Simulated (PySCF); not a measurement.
# Cl4Ge: the cost of one run

Method: levels as typed in each script, gas phase, geometry from GFN2-xTB; program: PySCF 2.14.0.

### Step 1. The starting structure

SMILES `Cl[Ge](Cl)(Cl)Cl`, 5 atoms, charge 0, spin multiplicity 1.

Bond lengths: Cl1–Ge2 2.127 Å, Ge2–Cl3 2.128 Å, Ge2–Cl4 2.127 Å, Ge2–Cl5 2.127 Å. Angles: Cl1–Ge2–Cl3 109.4°, Cl1–Ge2–Cl4 109.5°, Cl1–Ge2–Cl5 109.5°, Cl3–Ge2–Cl4 109.4°, Cl3–Ge2–Cl5 109.5°, Cl4–Ge2–Cl5 109.5°.

As a file:

```
Cl    1.2283    0.6746    1.6004
Ge   -0.0002    0.0003    0.0003
Cl    1.2287   -0.6743   -1.6006
Cl   -1.2280   -1.6012    0.6741
Cl   -1.2286    1.6004   -0.6746
```

### Step 2. Removing and adding an electron (B3LYP/def2-svp)

Input file input.py:

```python
import numpy as np
from pyscf import gto, scf, dft
from pyscf.scf import atom_ks, atom_hf
from scipy.linalg import block_diag

def solve(mol, dm0=None, hcore=None):
    mf = (dft.UKS if mol.spin else dft.RKS)(mol, xc='b3lyp')
    mf.grids.level = 3
    mf = mf.density_fit(auxbasis='def2-universal-jkfit')
    mf.conv_tol, mf.max_cycle = 1e-8, 80
    if hcore is not None:
        mf.get_hcore = lambda *args: hcore
    mf.kernel(dm0)
    if not mf.converged:
        mf = mf.newton().run(mf.mo_coeff, mf.mo_occ, max_cycle=30)
    assert mf.converged, 'SCF not converged'
    return mf

mol = gto.M(atom='''
Cl     1.22826     0.67457     1.60045
Ge    -0.00022     0.00027     0.00032
Cl     1.22873    -0.67433    -1.60059
Cl    -1.22801    -1.60119     0.67410
Cl    -1.22857     1.60045    -0.67456
''', basis='def2-svp', charge=0, spin=0, verbose=4)
mf = solve(mol)
out = dict(e0=mf.e_tot, dm0=mf.make_rdm1(), c=mf.mo_coeff, occ=mf.mo_occ, eps=mf.mo_energy)
for name, dq, spin in [('cation', 1, 1), ('anion', -1, 1)]:
    ion = mol.copy().set(charge=mol.charge + dq, spin=spin).build()
    mi = solve(ion)
    if spin and dq > 0 and mol.nao < 130:
        c, _, stable, _ = mi.stability(return_status=True)
        if not stable:
            mi = solve(ion, mi.make_rdm1(c, mi.mo_occ))
    print(name, 'vertical energy change / eV', (mi.e_tot - mf.e_tot) * 27.211386)
    out.update({'e_' + name: mi.e_tot, 'dm_' + name: mi.make_rdm1(), 's2_' + name: mi.spin_square()[0], 'eps_' + name: mi.mo_energy, 'occ_' + name: mi.mo_occ})
# spherically averaged free atoms, for the promolecule
atm = atom_ks.get_atm_nrks(mol, xc='b3lyp')
pro = block_diag(*[(atm[a[0]][2] * atm[a[0]][3]) @ atm[a[0]][2].T for a in mol._atom])
np.savez('result.npz', pro=pro, **out)
```

Started as:

```console
> OMP_NUM_THREADS=1 python input.py
```

Q: Estimate wall time and peak memory on 1 thread of Intel Xeon Platinum 8488C (Sapphire Rapids), shared host.

About 1.8 min, with a peak of 0.57 GiB.
